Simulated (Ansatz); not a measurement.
# Cl₂H₃NSi: up Jacob's ladder to CCSD(T)

How much do the methods differ for Cl₂H₃NSi? The plan is to run it at one geometry with functionals of several rungs and with coupled cluster. The yardstick is the atomisation energy at the CCSD(T) limit.

Program: Ansatz 0.2.0, Gaussian basis. Level of theory: functionals in def2-TZVPP, the program's frozen cores in correlated methods. These are calculated values, not measurements.

The runs, in order: LDA (SPW92), PBE-D4, revPBE-D4, BLYP-D4, r2SCAN-D4, B97M-V, PBE0-D4, B3LYP-D4, r2SCANh-D4, r2SCAN0-D4, HSE06-D4, BHLYP-D4, CAM-B3LYP-D4, LC-ωPBE, ωB97X-V, ωB97M-V, B2PLYP, PBE-QIDH; CCSD(T)/def2-SVP; CCSD(T)/def2-TZVPP; CCSD(T)/def2-QZVPP; extrapolation to the limit; RPA on PBE.

## Step 1: The relaxed structure

An earlier PBE0-D4 in a triple-zeta def2 set relaxation fixed the geometry.

SMILES `N[SiH](Cl)Cl`, 7 atoms, charge 0, spin multiplicity 1.

Atoms are counted from 1 here; the program's logs count them from 0.

Bond lengths: N1–Si2 1.692 Å, N1–H5 1.007 Å, N1–H6 1.008 Å, Si2–Cl3 2.041 Å, Si2–Cl4 2.056 Å, Si2–H7 1.472 Å. Angles: Si2–N1–H5 120.6°, Si2–N1–H6 120.1°, H5–N1–H6 111.9°, N1–Si2–Cl3 107.5°, N1–Si2–Cl4 115.1°, N1–Si2–H7 110.1°, Cl3–Si2–Cl4 107.0°, Cl3–Si2–H7 110.9°, Cl4–Si2–H7 106.3°.

## Step 2: LDA

This LDA is Slater exchange with PW92 correlation.

Input file in.yaml:

```yaml
crystal:
  periodic: [false, false, false]
  atoms:
    - {symbol: N, position_ang: [-0.051817, 1.099648, -0.066335]}
    - {symbol: Si, position_ang: [0.221699, -0.569511, -0.034796]}
    - {symbol: Cl, position_ang: [0.681039, -1.079587, 1.887164]}
    - {symbol: Cl, position_ang: [-1.383025, -1.725727, -0.595245]}
    - {symbol: H, position_ang: [-0.591034, 1.544920, 0.658904]}
    - {symbol: H, position_ang: [-0.138224, 1.580853, -0.947548]}
    - {symbol: H, position_ang: [1.322562, -0.918597, -0.947844]}
basis:
  gaussian: {orbitals: def2-TZVPP}
hamiltonian: {xc: lda}
output: {orbitals: {seedname: orbitals}}
```

Command:

```bash
> ansatz run in.yaml --threads 2 --pin off --events-out ev --progress --plain --max-ram 22528MiB --backend cpu
```

After this run come: PBE-D4 (GGA); revPBE-D4 (GGA); BLYP-D4 (GGA); r2SCAN-D4 (meta-GGA); B97M-V (meta-GGA); PBE0-D4 (hybrid); B3LYP-D4 (hybrid); r2SCANh-D4 (hybrid); r2SCAN0-D4 (hybrid); HSE06-D4 (hybrid); BHLYP-D4 (hybrid); CAM-B3LYP-D4 (range-separated); LC-ωPBE (range-separated); ωB97X-V (range-separated); ωB97M-V (range-separated); B2PLYP (double hybrid); PBE-QIDH (double hybrid); CCSD(T) in def2-SVP; CCSD(T) in def2-TZVPP; CCSD(T) in def2-QZVPP; RPA on PBE orbitals.

Q: Predict the results of all the runs planned. Wanted: atomisation energy, CCSD(T)/CBS; farthest beyond LDA; mean size of error, GGA; mean size of error, meta-GGA; mean size of error, hybrid; mean size of error, range-separated; mean size of error, double hybrid; gap, smallest and largest; T1 diagnostic.

As calculated:

| quantity | value |
| --- | --- |
| atomisation energy, CCSD(T)/CBS | 558.1 kcal/mol |
| functionals within 2.8 kcal/mol (0.5 %) | r2SCAN-D4, B97M-V, ωB97X-V, ωB97M-V |
| farthest beyond LDA | BHLYP-D4 (-19.4 kcal/mol) |
| mean size of error, GGA | 7.2 kcal/mol |
| mean size of error, meta-GGA | 2.2 kcal/mol |
| mean size of error, hybrid | 8.6 kcal/mol |
| mean size of error, range-separated | 4.1 kcal/mol |
| mean size of error, double hybrid | 9.7 kcal/mol |
| gap, smallest and largest | 6.29 eV (LDA (SPW92)), 13.72 eV (LC-ωPBE) |
| T1 diagnostic | 0.0089 |
| triples share of the correlation energy | 3.9 % |

In words: LDA overbinds by 72.8 kcal/mol (13 %). PBE-D4 is off by +3.2 kcal/mol. Double hybrids carry the basis error of their MP2 part in triple zeta, and no dispersion term here, so their miss is partly the set-up's. Taken by rung, meta-GGA functionals do best (2.2 kcal/mol on average) and double hybrid ones worst beyond LDA (9.7 kcal/mol). Misses under about 2.8 kcal/mol are within the doubt on the reference itself, which lacks core-valence correlation, relativity and higher excitations. Hartree-Fock recovers 71 % of the binding; the rest is correlation. CCSD(T) in def2-SVP is off by -56.0 kcal/mol, worse than the median functional, from the basis alone. Orbital gaps span 6.3 to 13.7 eV; exact exchange widens them.
